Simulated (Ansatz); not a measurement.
# C6H5F3Ti: how energies converge with the basis set

The task here is to estimate one member of a computed series from the others.

Computed with Ansatz 0.2.0, Gaussian basis. Level: one geometry, several basis sets.

Plan: PBE0-D4/def2-SVP; ωB97M-V/def2-SVP; PBE0-D4/def2-QZVPP; ωB97M-V/def2-QZVPP; the functionals' def2-TZVPP values are taken from earlier runs.

**The relaxed structure**

All runs share one geometry, relaxed beforehand with PBE0-D4 in a triple-zeta def2 set.

SMILES `[F][Ti]([F])([F])[c]1ccccc1`, 15 atoms, charge 0, spin multiplicity 1.

Atoms are counted from 1 here; the program's logs count them from 0.

Bond lengths: F1–Ti2 1.752 Å, Ti2–F3 1.752 Å, Ti2–F4 1.751 Å, Ti2–C5 2.028 Å, C5–C6 1.397 Å, C5–C10 1.397 Å, C6–C7 1.386 Å, C6–H11 1.086 Å, C7–C8 1.388 Å, C7–H12 1.084 Å, C8–C9 1.388 Å, C8–H13 1.084 Å, C9–C10 1.386 Å, C9–H14 1.084 Å, C10–H15 1.086 Å. Angles: F1–Ti2–F3 113.7°, F1–Ti2–F4 111.6°, F1–Ti2–C5 106.2°, F3–Ti2–F4 111.6°, F3–Ti2–C5 106.3°, F4–Ti2–C5 106.9°, Ti2–C5–C6 120.3°, Ti2–C5–C10 120.4°, C6–C5–C10 119.3°, C5–C6–C7 120.3°, C5–C6–H11 120.5°, C7–C6–H11 119.2°, C6–C7–C8 119.9°, C6–C7–H12 120.0°, C8–C7–H12 120.1°, C7–C8–C9 120.3°, C7–C8–H13 119.8°, C9–C8–H13 119.8° and more.

The first run:

File in.yaml:

```yaml
crystal:
  periodic: [false, false, false]
  atoms:
    - {symbol: F, position_ang: [-0.729204, -3.397008, 0.522345]}
    - {symbol: Ti, position_ang: [0.647862, -2.497819, -0.082093]}
    - {symbol: F, position_ang: [2.090758, -2.675764, 0.895955]}
    - {symbol: F, position_ang: [0.963843, -2.856794, -1.766889]}
    - {symbol: C, position_ang: [0.132921, -0.539172, 0.017128]}
    - {symbol: C, position_ang: [1.116648, 0.441113, 0.165781]}
    - {symbol: C, position_ang: [0.770080, 1.783445, 0.183236]}
    - {symbol: C, position_ang: [-0.560509, 2.156122, 0.053379]}
    - {symbol: C, position_ang: [-1.547207, 1.190925, -0.091407]}
    - {symbol: C, position_ang: [-1.203112, -0.152079, -0.109125]}
    - {symbol: H, position_ang: [2.160391, 0.162505, 0.276011]}
    - {symbol: H, position_ang: [1.537656, 2.539988, 0.300424]}
    - {symbol: H, position_ang: [-0.830718, 3.205934, 0.068325]}
    - {symbol: H, position_ang: [-2.585973, 1.485655, -0.188216]}
    - {symbol: H, position_ang: [-1.985234, -0.897752, -0.215452]}
basis:
  gaussian: {orbitals: def2-SVP}
hamiltonian: {xc: pbe0, dispersion: d4}
output: {orbitals: {seedname: orbitals}}
```

Command:

```console
> ansatz run in.yaml --threads 4 --pin off --events-out ev --progress --plain --max-ram 66560MiB --backend cpu
```

Among the steps run: PBE0-D4 in def2-SVP; ωB97M-V in def2-SVP; PBE0-D4 in def2-QZVPP; ωB97M-V in def2-QZVPP.

One table of the session follows, with a row left open; its other results are not shown here.

It belongs to the step «Density functionals: the series». 

```
functional       basis  HOMO (eV)  LUMO (eV)
   PBE0-D4    def2-SVP      -7.81      -2.69
   PBE0-D4  def2-TZVPP      -7.83      -2.68
   PBE0-D4  def2-QZVPP          ?          ?
   ωB97M-V    def2-SVP      -9.87      -0.46
   ωB97M-V  def2-TZVPP      -9.90      -0.49
   ωB97M-V  def2-QZVPP      -9.90      -0.50
```

Q: Estimate the row for PBE0-D4, def2-QZVPP from the others.

As computed: HOMO (eV): -7.84; LUMO (eV): -2.67. In the column «HOMO (eV)» it lies between ωB97M-V, def2-SVP (-9.87) and PBE0-D4, def2-TZVPP (-7.83).
